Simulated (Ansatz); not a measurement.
# CH₇AlN₂Sn: one species, many methods

One table from this session's results is given with a row withheld; the runs are named, their logs left out.

Program: Ansatz 0.2.0, Gaussian basis. Level of theory: functionals in def2-TZVPP, the program's frozen cores in correlated methods. These are calculated values, not measurements.

The runs, in order: PBE-D4, r2SCAN-D4, PBE0-D4, B3LYP-D4, ωB97X-V, ωB97M-V, B2PLYP; CCSD(T)/def2-TZVPP; MP2/def2-QZVPP; extrapolation to the limit.

## The relaxed structure

All runs share one geometry, relaxed beforehand with PBE0-D4 in a triple-zeta def2 set. Sn takes the def2 core potential; no spin-orbit term is included.

12 atoms, charge 0, spin multiplicity 1.

Atoms are counted from 1 here; the program's logs count them from 0.

Bond lengths: Sn1–N2 2.226 Å, Sn1–Al5 2.807 Å, Sn1–H7 1.733 Å, Sn1–H8 1.730 Å, N2–C3 1.301 Å, N2–H9 1.012 Å, C3–N4 1.345 Å, C3–H10 1.093 Å, N4–Al5 1.952 Å, N4–H11 1.021 Å, Al5–H6 1.591 Å, Al5–H12 1.585 Å. Angles: N2–Sn1–Al5 79.4°, N2–Sn1–H7 99.9°, N2–Sn1–H8 95.7°, Al5–Sn1–H7 121.1°, Al5–Sn1–H8 137.6°, H7–Sn1–H8 101.3°, Sn1–N2–C3 110.9°, Sn1–N2–H9 122.9°, C3–N2–H9 115.0°, N2–C3–N4 122.9°, N2–C3–H10 120.0°, N4–C3–H10 116.9°, C3–N4–Al5 107.2°, C3–N4–H11 108.6°, Al5–N4–H11 99.9°, Sn1–Al5–N4 79.7°, Sn1–Al5–H6 107.0°, Sn1–Al5–H12 114.6° and more.

Set-up of the first run:

The input, in.yaml:

```yaml
crystal:
  periodic: [false, false, false]
  atoms:
    - {symbol: Sn, position_ang: [-1.332147, 1.043185, -0.148789]}
    - {symbol: N, position_ang: [-0.911721, -1.133274, 0.054231]}
    - {symbol: C, position_ang: [0.366286, -1.350181, 0.159168]}
    - {symbol: N, position_ang: [1.198894, -0.513502, 0.804262]}
    - {symbol: Al, position_ang: [1.467551, 1.037365, -0.349572]}
    - {symbol: H, position_ang: [1.826644, 0.558879, -1.823453]}
    - {symbol: H, position_ang: [-2.120997, 1.336751, 1.365923]}
    - {symbol: H, position_ang: [-2.688557, 0.857163, -1.206044]}
    - {symbol: H, position_ang: [-1.426082, -1.842279, -0.452943]}
    - {symbol: H, position_ang: [0.821465, -2.194916, -0.364650]}
    - {symbol: H, position_ang: [0.688902, -0.074116, 1.572414]}
    - {symbol: H, position_ang: [2.186662, 2.219624, 0.423453]}
basis:
  gaussian: {orbitals: def2-TZVPP}
hamiltonian: {xc: pbe, dispersion: d4}
output: {forces: true, orbitals: {seedname: orbitals}}
```

Started as:

```console
$ ansatz run in.yaml --threads 2 --pin off --events-out ev --progress --plain --max-ram 22528MiB --backend cuda --devices 0, --max-vram 18GiB
```

Among the steps run: PBE-D4 (GGA); r2SCAN-D4 (meta-GGA); PBE0-D4 (hybrid); B3LYP-D4 (hybrid); ωB97X-V (range-separated); ωB97M-V (range-separated); B2PLYP (double hybrid); CCSD(T) in def2-TZVPP; MP2 in def2-QZVPP.

One of the session's tables, all rows but one given; the rest of the session is left out.

| method | atomisation energy (kJ/mol) |
| --- | --- |
| PBE-D4 | 3876.0 |
| r2SCAN-D4 | 3796.4 |
| PBE0-D4 | 3789.6 |
| B3LYP-D4 | 3812.1 |
| ωB97X-V | 3834.0 |
| ωB97M-V | 3814.8 |
| B2PLYP | 3745.7 |
| HF/def2-TZVPP | 2557.3 |
| MP2/def2-TZVPP | 3703.3 |
| CCSD/def2-TZVPP | 3615.3 |
| CCSD(T)/def2-TZVPP | 3687.4 |
| MP2/CBS | 3827.9 |
| CCSD(T)/CBS | ? |

**Question.** Estimate the row for CCSD(T)/CBS.

The run gave: atomisation energy (kJ/mol): 3812.0. In the column «atomisation energy (kJ/mol)» it lies between r2SCAN-D4 (3796.4) and B3LYP-D4 (3812.1).

Among the levels timed on like hardware and quicker than the yardstick, those that no quicker one beats, quickest first: PBE0-D4 (3.3 s, -22.4 kJ/mol); B3LYP-D4 (3.6 s, +0.1 kJ/mol). Runs this short are mostly start-up, so their order is noise.

B2PLYP carry no dispersion term (for B3LYP, D4 adds 51.0 kJ/mol).

Limits of these values: Free atoms (1 Sn, 2 N, 1 C, 1 Al, 7 H) were run apart at each level; the atomisation energy is their sum less the molecule, without zero-point or spin-orbit terms. All levels share the lack of spin-orbit coupling, which lowers the free heavy atoms and so the true binding.
